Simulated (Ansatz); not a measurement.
Wanted: the native input for an Ansatz 0.2.0 run.

| Quantity | Value |
| --- | --- |
| Task | relaxation of cell and atoms |
| Functional | BLYP |
| Potentials or basis | Ansatz PAW |
| Cutoff | 420 eV (not typed: the program's choice for these potentials) |
| k mesh | 5 × 5 × 2 |
| Occupations | fermi-dirac, width 0.05 eV |
| Spin | no spin polarisation |

The system is Ge2Sb2Te5.

```
Te Sb Ge
1.0
     4.29406    0.00000    0.00000
    -2.14703    3.71877    0.00000
     0.00000    0.00000   17.10135
Te Sb Ge
5 2 2
Direct
  0.66667 0.33333 0.41989
  0.33333 0.66667 0.58011
  0.33333 0.66667 0.20154
  0.66667 0.33333 0.79846
  0.00000 0.00000 0.00000
  0.00000 0.00000 0.32007
  0.00000 0.00000 0.67993
  0.66667 0.33333 0.10290
  0.33333 0.66667 0.89711
```

The cell comes from a database or a generator and needn't be the stable form of this composition.

These files were run (other wordings do the same):

input.yaml

```yaml
crystal:
  lattice:
    - [4.2940644248, 0.0, 0.0]
    - [-2.1470322124, 3.7187688774, 0.0]
    - [0.0, 0.0, 17.101346]
  atoms:
    - { symbol: Te, position: [0.6666666667, 0.3333333333, 0.419892] }
    - { symbol: Te, position: [0.3333333333, 0.6666666667, 0.580108] }
    - { symbol: Te, position: [0.3333333333, 0.6666666667, 0.201542] }
    - { symbol: Te, position: [0.6666666667, 0.3333333333, 0.798458] }
    - { symbol: Te, position: [0.0, 0.0, 0.0] }
    - { symbol: Sb, position: [0.0, 0.0, 0.320068] }
    - { symbol: Sb, position: [0.0, 0.0, 0.679932] }
    - { symbol: Ge, position: [0.6666666667, 0.3333333333, 0.102895] }
    - { symbol: Ge, position: [0.3333333333, 0.6666666667, 0.897105] }
hamiltonian:
  xc: blyp
  pseudopotentials: { kind: paw }
kpoints:
  mp_grid: { grid: [5, 5, 2] }
scf:
  occupations: { method: fermi_dirac, width: 0.05 }
output:
  forces: true
  stress: true
  eigenvalues: true
relax:
  f_tol: 0.01
  max_steps: 40
  cell: { stress_tol: 0.05 }
```

Potentials or basis: Ansatz PAW.

The run is started by

```sh
$ ansatz run input.yaml --threads 4 --pin off --max-ram 11264MiB --backend cpu --events-out ev --progress --plain --runs-dir out
```

It gave:

```
Relaxed volume                         : 39.62 Å³/atom
Relaxed cell                           : a = 4.421 Å, b = 4.421 Å, c = 21.064 Å, α = 90.00°, β = 90.00°, γ = 120.00°
Space group after relaxing (to 0.05 Å) : P-3m1 (No. 164)
Energy gained by relaxing              : 57.6 meV/atom
Ionic steps                            : 15
Pressure after relaxing                : 0.0 GPa
Largest force after relaxing           : 0.005 eV/Å
Band gap on the k mesh                 : 0.94 eV, indirect (least direct gap 1.10 eV)
```

Caveat: the volume moved by over 15 % at a fixed basis, so the end points are rough; odd divisions of the mesh miss points on the zone boundary, where band edges often lie, so the gap on the mesh can be too wide; the plane-wave basis is chosen anew once the cell has moved, so the energies of steps on either side of that aren't comparable; spin-orbit coupling is left out, which moves the levels of the heavy elements; the PAW data sets come from PBE, with cores solved anew for the run's functional, which leaves a small shift of forces and pressure.

Run time: 90 s on 4 threads of Intel(R) Xeon(R) Platinum 8259CL CPU @ 2.50GHz (Skylake/Cascade Lake), with other jobs on the host, peak memory 1.3 GiB.
